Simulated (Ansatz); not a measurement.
# BiF3 (Bi(F)3): the cost of one run

Program: Ansatz 0.2.0. Level of theory: DFT PBE, plane waves, PAW, molecule in a box with 9 Å of vacuum. These are calculated values, not measurements.

4 further runs of the same task are left out: 2 for a known fault of the program, 1 that didn't finish, 1 set aside as unsound or not needed.

## (1) Where the work starts

4 atoms, charge 0, spin multiplicity 1.

Bond lengths: Bi1–F2 2.022 Å, Bi1–F3 2.022 Å, Bi1–F4 2.022 Å. Angles: F2–Bi1–F3 96.4°, F2–Bi1–F4 96.4°, F3–Bi1–F4 96.4°.

Geometry (Å):

```mol
BiF3
  3D, bonds by distance, orders not assigned

  4  3  0  0  0  0  0  0  0  0999 V2000
   -0.0000   -0.0000    0.6008 Bi  0  0
    1.7414    0.0000   -0.4275 F   0  0
   -0.8707    1.5081   -0.4275 F   0  0
   -0.8707   -1.5081   -0.4275 F   0  0
  1  2  8  0
  1  3  8  0
  1  4  8  0
M  END
```

Formal oxidation states: Bi +3. An earlier session relaxed this geometry at r2SCAN, Bi def2-SVP with ECP60, F def2-SVP (singlet, point group C3v).

## (2) Scalar-relativistic

Contents of input.yaml:

```yaml
crystal:
  lattice:
    - [11.61, 0.0, 0.0]
    - [0.0, 12.02, 0.0]
    - [0.0, 0.0, 10.03]
  atoms:
    - { symbol: Bi, position: [0.46259259, 0.49984193, 0.55117647] }
    - { symbol: F, position: [0.61258398, 0.49984193, 0.44865404] }
    - { symbol: F, position: [0.3875969, 0.62530782, 0.44865404] }
    - { symbol: F, position: [0.3875969, 0.37437604, 0.44865404] }
basis:
  ecutwfc: 420
  ecutrho_ratio: 4
kpoints:
  mp_grid: { grid: [1, 1, 1] }
hamiltonian:
  xc: pbe
scf:
  occupations: { method: gaussian, width: 0.01 }
output:
  forces: true
  eigenvalues: true
  populations: true
```

On the command line:

```bash
$ ansatz run input.yaml --threads 2 --pin off --max-ram 5120MiB --backend cpu --events-out ev --progress --plain --runs-dir out
```

Q: Estimate wall time and peak memory on 2 threads of Arm Neoverse V1, shared host.

About 2.9 s, with a peak of 0.76 GiB.
